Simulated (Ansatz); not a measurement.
# GaH2O: the cost of one run

The runs use Ansatz 0.2.0, Gaussian basis; cc-pVTZ, core rule «outside noble gas», up to 15 orbitals frozen.

To be run: UHF; CCSD(T) on ROHF; CCSD(T) on UHF; BCCD(T) on ROHF; CCSDT(Q) on ROHF; CCSDT(Q) on UHF.

13 further runs of the same task are left out: 8 for a known fault of the program, 5 set aside as unsound or not needed.

## (1) The geometry

The geometry is a PBE0/def2-TZVP stationary point (not a proven minimum). No spin-orbit coupling is included. The filled d shell of Ga may be among the frozen orbitals whatever the setting's name suggests; the logs give the count.

4 atoms, charge 0, spin multiplicity 2.

Atoms are counted from 1 here; the program's logs count them from 0.

Bond lengths: O1–Ga2 1.795 Å, Ga2–H3 1.556 Å, Ga2–H4 1.556 Å. Angles: O1–Ga2–H3 114.9°, O1–Ga2–H4 114.9°, H3–Ga2–H4 130.2°.

## (2) UHF

File in.yaml:

```yaml
crystal:
  periodic: [false, false, false]
  atoms:
    - {symbol: O, position_ang: [0.000000, 0.000000, 1.482333]}
    - {symbol: Ga, position_ang: [0.000000, 0.000000, -0.312174]}
    - {symbol: H, position_ang: [0.000000, -1.411154, -0.967676]}
    - {symbol: H, position_ang: [0.000000, 1.411154, -0.967676]}
basis:
  gaussian: {orbitals: cc-pVTZ}
magnetization: {spin_polarized: true, initial_magnetization: 1}
hamiltonian: {xc: hf}
output: {orbitals: {seedname: orbitals}}
```

Command:

```bash
$ ansatz run in.yaml --threads 1 --pin off --events-out ev --progress --plain --max-ram 4096MiB --backend cpu
```

What time and memory should one allow on 1 thread of AMD EPYC 7R13, shared host?

About 7.5 s, with a peak of 0.28 GiB.
